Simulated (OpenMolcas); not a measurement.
# InNH2F (SMILES [NH2][In][F]): UHF/ANO-RCC-MB (DKH2)

What is the vertical ionisation energy of InNH2F at UHF/ANO-RCC-MB (DKH2)? 

Program for the calculation: OpenMolcas 26.06.

6 further runs of the same task are left out: 1 that didn't finish, 5 set aside as unsound or not needed.

## Step 1: The structure to begin with

InNH2F: 5 atoms, total charge 0, spin state doublet. SMILES: `[NH2][In][F]`. The shape comes from GFN2-xTB, which is rough for such elements, and wasn't checked as a minimum. This is one conformer, not always the lowest.

Bond lengths: N1–In2 2.237 Å, In2–F3 2.070 Å, N1–H4 1.018 Å, N1–H5 1.018 Å. Angles: N1–In2–F3 106.0°, In2–N1–H4 101.8°, In2–N1–H5 110.1°, H4–N1–H5 105.8°.

## Step 2: Energy and forces at UHF/ANO-RCC-MB (DKH2)

mol.xyz reads:

```xyz
5

N      0.105690     1.031680     0.009810
In     0.157580    -0.929530     1.084950
F      0.478830    -2.368780    -0.368100
H      0.010480     0.735400    -0.959980
H     -0.752570     1.531230     0.233320
```

mol.inp reads:

```
>>> EXPORT MOLCAS_PRINT=2

&GATEWAY
 Coord=mol.xyz
 Basis=ANO-RCC-MB
 Group=NoSym

&SEWARD

&SCF
 UHF
 Spin=2
 PrOrbitals=1 2

&ALASKA
```

Launch:

```sh
export MOLCAS_MEM=1860
pymolcas mol.inp > mol.log
```

The log of the run:

```text
--- Start Module: gateway ---
[...]
--- Stop Module: gateway /rc=_RC_ALL_IS_WELL_ ---
[...]
      Basis functions           39
[...]
--- Start Module: scf ---
[...]
       Convergence after  20 Iterations
[...]
::    Total SCF energy                              -6032.1483801549
[...]
      Total spin, S                                     0.5595151287
[...]
      Total electronic charge=   67.000000
      Total            charge=   -0.000000
[...]
      Dipole Moment (debye):
      Origin of the operator (angstrom)=    0.1863   -0.9010    0.7809
                   X= -1.4359E+00               Y=  2.6851E+00               Z=  1.3647E+00           Total=  3.3368E+00
      Quadrupole Moment (debye*angstrom):
[...]
--- Stop Module: scf /rc=_RC_ALL_IS_WELL_ ---
[...]
--- Start Module: alaska ---
[...]
 *              Molecular gradients               *
 **************************************************
  Irreducible representation: a
 ------------------------------------------------------------------------------------------
                              X                       Y                       Z
 ------------------------------------------------------------------------------------------
  N1               -5.23456677363749E-02    5.61578008396069E-03   -3.12357247533432E-02
  IN2               2.61569832860475E-03    1.33644948885274E-02   -7.96240342499388E-03
  F3               -2.32299544551395E-03   -4.56803152555096E-03   -7.37767395460054E-04
  H4                7.97904421489015E-03    1.45098801278128E-02    5.34272557990825E-02
  H5                4.40739206383882E-02   -2.89221235747235E-02   -1.34913602252690E-02
 ------------------------------------------------------------------------------------------
--- Stop Module: alaska /rc=_RC_ALL_IS_WELL_ ---
[...]
```

It took 17 s on 1 thread of Arm Neoverse V2, shared host; peak memory 0.46 GiB.

## Step 3: The singlet cation at the same level

mol.xyz is that of step 2.

mol.input reads:

```
* FH2InN Hartree-Fock
>>> EXPORT MOLCAS_PRINT=2
&GATEWAY
Coord=mol.xyz
Basis=ANO-RCC-MB
Group=NoSym
&SEWARD
&SCF
Charge=1
PrOrbitals=1 2
&ALASKA
```

Launch:

```sh
export MOLCAS_MEM=1860
pymolcas mol.input > mol.log
```

The log of the run:

```text
--- Start Module: gateway ---
[...]
--- Stop Module: gateway /rc=_RC_ALL_IS_WELL_ ---
[...]
      Basis functions           39
[...]
--- Start Module: scf ---
[...]
       Convergence after  18 Iterations
[...]
::    Total SCF energy                              -6031.8143464624
[...]
      Total spin, S                                     0.0000000000
[...]
      Total electronic charge=   66.000000
      Total            charge=    1.000000
[...]
      Dipole Moment (debye):
      Origin of the operator (angstrom)=    0.1863   -0.9010    0.7809
                   X= -2.0454E+00               Y=  2.5762E+00               Z=  3.8599E+00           Total=  5.0714E+00
      Center of Charge (angstrom)
[...]
--- Stop Module: scf /rc=_RC_ALL_IS_WELL_ ---
[...]
--- Start Module: alaska ---
[...]
 *              Molecular gradients               *
 **************************************************
  Irreducible representation: a
 ------------------------------------------------------------------------------------------
                              X                       Y                       Z
 ------------------------------------------------------------------------------------------
  N1               -4.65763480983146E-02    3.14328216760771E-02   -6.54437706108641E-02
  IN2              -4.54409830818037E-03   -7.55963360693790E-03    5.67871787615886E-02
  F3                2.32873758421182E-03   -1.15767858187859E-02   -3.05884771836098E-02
  H4                3.07690111104753E-03    2.23962179181559E-02    5.71601158684634E-02
  H5                4.57148077112350E-02   -3.46926201684357E-02   -1.79150468355786E-02
 ------------------------------------------------------------------------------------------
--- Stop Module: alaska /rc=_RC_ALL_IS_WELL_ ---
[...]
```

It took 17 s on 1 thread of Arm Neoverse V2, shared host; peak memory 0.46 GiB.

## Step 4: What came out

At UHF/ANO-RCC-MB (DKH2):

| quantity | value |
| --- | --- |
| doublet InNH2F: total energy | -6032.14838 Eh |
| doublet InNH2F: dipole moment | 3.34 D |
| doublet InNH2F: HOMO energy (highest over α and β) | -8.79 eV |
| doublet InNH2F: LUMO energy (lowest over α and β) | 0.32 eV |
| doublet InNH2F: ⟨S²⟩ | 0.873 |
| doublet InNH2F: largest force on an atom | 3.148 eV/Å |
| singlet cation: total energy | -6031.81435 Eh |
| singlet cation: HOMO energy | -16.92 eV |
| singlet cation: LUMO energy | -8.44 eV |
| singlet cation: HOMO–LUMO gap | 8.49 eV |
| singlet cation: largest force on an atom | 4.436 eV/Å |
| vertical ionisation energy (to the singlet cation) | 9.090 eV |

The vertical ionisation energy comes to 9.09 eV (210 kcal/mol). The largest force (doublet InNH2F) is 3.15 eV/Å: the shape isn't a stationary point for this species at this level. Only the singlet of the ionised species was computed; a triplet could lie lower. In a minimal basis such a difference can be off by several eV, whatever the method. ⟨S²⟩ (doublet InNH2F) is 0.87 where a pure doublet has 0.75: the reference is spin-contaminated.
